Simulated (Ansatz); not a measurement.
# CH₄BFOSi: a ladder of functionals and wavefunction methods

One table from this session's results is given with a row withheld; the runs are named, their logs left out.

The runs use Ansatz 0.2.0, Gaussian basis; functionals in def2-TZVPP, the program's frozen cores in correlated methods.

Levels to be run: LDA (SPW92), PBE-D4, revPBE-D4, BLYP-D4, r2SCAN-D4, B97M-V, PBE0-D4, B3LYP-D4, r2SCANh-D4, r2SCAN0-D4, HSE06-D4, BHLYP-D4, CAM-B3LYP-D4, LC-ωPBE, ωB97X-V, ωB97M-V, B2PLYP, PBE-QIDH; CCSD(T)/def2-SVP; CCSD(T)/def2-TZVPP; MP2/def2-QZVPP; extrapolation to the limit; RPA on PBE.

### The geometry

The geometry comes from an earlier relaxation with PBE0-D4 in a triple-zeta def2 set; it is a stationary point, not always the lowest conformer.

SMILES `O=CB[SiH2]F`, 9 atoms, charge 0, spin multiplicity 1.

Atoms are counted from 1 here; the program's logs count them from 0.

Bond lengths: O1–C2 1.227 Å, C2–B3 1.521 Å, C2–H6 1.099 Å, B3–Si4 2.001 Å, B3–H7 1.195 Å, Si4–F5 1.610 Å, Si4–H8 1.489 Å, Si4–H9 1.486 Å. Angles: O1–C2–B3 90.0°, O1–C2–H6 122.9°, B3–C2–H6 147.1°, C2–B3–Si4 120.9°, C2–B3–H7 117.0°, Si4–B3–H7 122.0°, B3–Si4–F5 110.9°, B3–Si4–H8 109.8°, B3–Si4–H9 112.6°, F5–Si4–H8 107.4°, F5–Si4–H9 107.2°, H8–Si4–H9 108.8°.

The first run:

in.yaml

```yaml
crystal:
  periodic: [false, false, false]
  atoms:
    - {symbol: O, position_ang: [-0.789457, 0.780354, 1.703762]}
    - {symbol: C, position_ang: [-0.128335, 1.442074, 0.910398]}
    - {symbol: B, position_ang: [0.628067, 0.188738, 0.495808]}
    - {symbol: Si, position_ang: [-0.077187, -1.007602, -0.944994]}
    - {symbol: F, position_ang: [-1.360768, -0.349177, -1.659654]}
    - {symbol: H, position_ang: [-0.262375, 2.524966, 0.778467]}
    - {symbol: H, position_ang: [1.608668, -0.084915, 1.121736]}
    - {symbol: H, position_ang: [0.963988, -1.202597, -1.991903]}
    - {symbol: H, position_ang: [-0.494200, -2.338142, -0.430919]}
basis:
  gaussian: {orbitals: def2-TZVPP}
hamiltonian: {xc: lda}
output: {orbitals: {seedname: orbitals}}
```

Started as:

```sh
$ ansatz run in.yaml --threads 2 --pin off --events-out ev --progress --plain --max-ram 4352MiB
```

Steps of the session up to this table: LDA; PBE-D4 (GGA); revPBE-D4 (GGA); BLYP-D4 (GGA); r2SCAN-D4 (meta-GGA); B97M-V (meta-GGA); PBE0-D4 (hybrid); B3LYP-D4 (hybrid); r2SCANh-D4 (hybrid); r2SCAN0-D4 (hybrid); HSE06-D4 (hybrid); BHLYP-D4 (hybrid); CAM-B3LYP-D4 (range-separated); LC-ωPBE (range-separated); ωB97X-V (range-separated); ωB97M-V (range-separated); B2PLYP (double hybrid); PBE-QIDH (double hybrid).

One table of the session follows, with a row left open; its other results are not shown here.

It belongs to the step «Orbital energies across the functionals». 

```
  functional  HOMO (eV)  LUMO (eV)  gap (eV)
 LDA (SPW92)      -6.96      -3.32      3.64
      PBE-D4      -6.83      -3.07      3.76
   revPBE-D4      -6.77      -2.97      3.80
     BLYP-D4      -6.72      -2.93      3.79
   r2SCAN-D4      -7.05      -2.82      4.23
      B97M-V      -7.16      -2.78      4.38
     PBE0-D4      -8.16      -1.91      6.25
    B3LYP-D4      -7.96      -2.17      5.79
  r2SCANh-D4          ?          ?         ?
  r2SCAN0-D4      -8.32      -1.76      6.56
    HSE06-D4      -7.76      -2.30      5.46
    BHLYP-D4      -9.45      -0.64      8.81
CAM-B3LYP-D4      -9.57      -0.67      8.90
     LC-ωPBE     -10.90       0.59     11.49
     ωB97X-V     -10.54       0.51     11.05
     ωB97M-V     -10.41       0.37     10.79
```

Estimate the missing values for r2SCANh-D4.

Worked estimate for «HOMO (eV)». Against the share of exact exchange, r2SCAN-D4 (0, -7.05), r2SCAN0-D4 (0.25, -8.32) give a slope of -5.08 per unit share; at 0.1 the line stands at -7.56.

**Answer.** HOMO (eV): -7.56; LUMO (eV): -2.40; gap (eV): 5.16. In «HOMO (eV)» the line misses by 0.00.
